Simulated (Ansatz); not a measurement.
**CCl3F (trichlorofluoromethane) at HF/STO-3G**

Aim: the electronic atomisation energy of CCl3F (trichlorofluoromethane) at HF/STO-3G, from 4 runs. 

The calculation is run with Ansatz 0.2.0.

51 further runs of the same task are left out: 2 that didn't finish, 49 set aside as unsound or not needed. Runs told in other sessions of the task aren't counted.

## 1. The structure to begin with

The species is CCl3F (5 atoms), meant as a singlet with charge 0. SMILES: `FC(Cl)(Cl)Cl`. The shape is that of a PBE0-D4/def2-TZVP optimisation.

Bond lengths: F1–C2 1.333 Å, C2–Cl3 1.760 Å, C2–Cl4 1.760 Å, C2–Cl5 1.760 Å. Angles: F1–C2–Cl3 108.5°, F1–C2–Cl4 108.5°, F1–C2–Cl5 108.5°, Cl3–C2–Cl4 110.4°, Cl3–C2–Cl5 110.4°, Cl4–C2–Cl5 110.4°.

## 2. A single-point energy at HF/STO-3G

Contents of run.yaml:

```yaml
basis:
  gaussian: {orbitals: STO-3G}
crystal:
  periodic: [false, false, false]
  atoms:
    - {symbol: F, position_ang: [0.911880, -0.820730, 0.677360]}
    - {symbol: C, position_ang: [0.044670, -0.040210, 0.033190]}
    - {symbol: Cl, position_ang: [-1.384510, 0.157610, 1.040990]}
    - {symbol: Cl, position_ang: [-0.379970, -0.814480, -1.489160]}
    - {symbol: Cl, position_ang: [0.807920, 1.517810, -0.262390]}
hamiltonian: {xc: hf}
accuracy: high
output: {orbitals: {seedname: orbitals}}
```

Started as:

```bash
$ ansatz run run.yaml --threads 1 --pin off --max-ram 3480MiB --events-out events.jsonl --progress --plain --runs-dir runs
```

What it wrote:

```text
Warning: RAYON_NUM_THREADS=1 ignored (pool sized by the plan → 1); use --threads N
Functional definition: HF
  name "HF"
  exchange = exact_x
  correlation = 0
737 factors; integrals over basis functions are off by at most 3.4e-8 eV
mean field evaluation 1: about -40785.5604 eV, gradient 4.8e1 eV
mean field evaluation 2: about -40785.7594 eV, gradient 4.8e1 eV
mean field evaluation 4: about -40793.8596 eV, gradient 1.6e0 eV
mean field evaluation 8: about -40793.8718 eV, gradient 7.2e-4 eV
mean field -40793.87183466 eV, -1499.1471388443 hartree, gradient 2.4e-8 eV, S^2 0.000000; 0 other end points of the search recorded, 0 dependent functions left out
reference -40793.87183466 eV, -1499.1471388443 hartree; 33, 33 occupied and 4, 4 virtual orbitals, 737 factors
Total energy: -40793.87183466 eV, -1499.1471388443 hartree
```

It took 0.38 s on 1 thread of Arm Neoverse V2, shared host; peak memory 0.09 GiB.

## 3. The C atom, same level

Contents of run.yaml:

```yaml
crystal:
  periodic: [false, false, false]
  atoms:
    - {symbol: C, position_ang: [0.000000, 0.000000, 0.000000]}
basis:
  gaussian:
    orbitals: STO-3G
magnetization:
  spin_polarized: true
  initial_magnetization: 2
hamiltonian:
  xc: hf
accuracy: high
```

Run the same way, it converges to -37.19839 Eh (log not shown).

## 4. The Cl atom, same level

Contents of run.yaml:

```yaml
basis:
  gaussian:
    orbitals: STO-3G
crystal:
  periodic: [false, false, false]
  atoms:
    - {symbol: Cl, position_ang: [0.000000, 0.000000, 0.000000]}
magnetization:
  spin_polarized: true
  initial_magnetization: 1
hamiltonian:
  xc: hf
accuracy: high
```

Started as:

```bash
$ ansatz run run.yaml --threads 1 --pin off --max-ram 3480MiB --events-out events.jsonl --progress --plain --runs-dir runs
```

What it wrote:

```text
Warning: RAYON_NUM_THREADS=1 ignored (pool sized by the plan → 1); use --threads N
[... 4 set-up lines as earlier in the session ...]
42 factors; integrals over basis functions are off by at most 4.6e-9 eV
mean field evaluation 1: about -12368.7208 eV, gradient 7.8e-1 eV
mean field evaluation 2: about -12368.7224 eV, gradient 7.8e-1 eV
mean field evaluation 4: about -12368.7232 eV, gradient 3.4e-6 eV
mean field evaluation 8: about -12368.7232 eV, gradient 9.1e-2 eV
mean field evaluation 16: about -12368.7232 eV, gradient 7.6e-14 eV
mean field -12368.72316544 eV, -454.5421925083 hartree, gradient 1.9e-13 eV, S^2 0.750000; 3 other end points of the search recorded, 0 dependent functions left out
reference -12368.72316544 eV, -454.5421925083 hartree; 9, 8 occupied and 0, 1 virtual orbitals, 42 factors
Total energy: -12368.72316544 eV, -454.5421925083 hartree
```

It took 0.04 s on 1 thread of Arm Neoverse V2, shared host.

## 5. The F atom

Contents of input.yaml:

```yaml
crystal:
  periodic: [false, false, false]
  atoms:
    - {symbol: F, position_ang: [0.000000, 0.000000, 0.000000]}
basis:
  gaussian:
    orbitals: STO-3G
total_charge: 0
magnetization:
  spin_polarized: true
  initial_magnetization: 1
hamiltonian:
  xc: hf
accuracy: high
```

Run the same way, it converges to -97.98651 Eh (log not shown).

## 6. What came out

At HF/STO-3G:

| quantity | value |
| --- | --- |
| molecule: total energy | -1499.14714 Eh |
| molecule: HOMO energy | -11.67 eV |
| molecule: LUMO energy | 6.49 eV |
| molecule: HOMO–LUMO gap | 18.15 eV |
| C atom: total energy | -37.19839 Eh |
| C atom: ⟨S²⟩ | 2.000 |
| Cl atom: total energy | -454.54219 Eh |
| Cl atom: ⟨S²⟩ | 0.750 |
| F atom: total energy | -97.98651 Eh |
| F atom: ⟨S²⟩ | 0.750 |
| electronic atomisation energy | 9.134 eV |

Taking the molecule apart into free atoms costs 9.13 eV (881 kJ/mol), before zero-point energy and without spin-orbit coupling. Hartree–Fock lacks the correlation of the bonding pairs, which as a rule makes this value much too low; in minimal bases other errors can mask that. In a minimal basis such a difference can be off by several eV, whatever the method.
